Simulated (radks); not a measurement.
**Li in [He] 2s0.5 3d0.5: an all-electron calculation**

The task here is to estimate one member of a computed series from the others.

Method: scalar-relativistic Kohn-Sham, exchange-only LDA, spin-unpolarised, spherical densities, point nucleus. Code: radks (a radial shooting solver on a logarithmic mesh, Libxc functionals) version 1.

## What is computed

* element: lithium (Z = 3)
* charge: 0
* electrons: 3
* configuration: [He] 2s0.5 3d0.5

The first run:

Settings of this run:

```text
Z 3
configuration [He] 2s0.5 3d0.5 2p0 3s0 4d0 4f0
relativity scalar-relativistic
functional lda,
spin unpolarised
nucleus point
c 137.035999084
```

Steps of the session up to this table: Self-consistent calculation.

One of the session's tables, all rows but one given; the rest of the session is left out.

It belongs to the step «Orbitals and density». Sizes of the orbitals, from the radial functions (bohr):

| level | <r> | outermost maximum (interpolated) | 90 % within | nodes |
| --- | --- | --- | --- | --- |
| 1s | 0.5900 | 0.366 | 1.07 | 0 |
| 2s | 3.734 | 2.99 | 5.88 | 1 |
| 2p | ? | ? | ? | ? |
| 3s | 12.89 | 11.3 | 19.2 | 2 |
| 3d | 17.99 | 15.9 | 27.1 | 0 |

**Question.** Estimate the row for 2p.

**Answer.** <r>: 4.577; outermost maximum (interpolated): 3.50; 90 % within: 7.56; nodes: 0. In the column «<r>» it lies between 2s (3.734) and 3s (12.89).
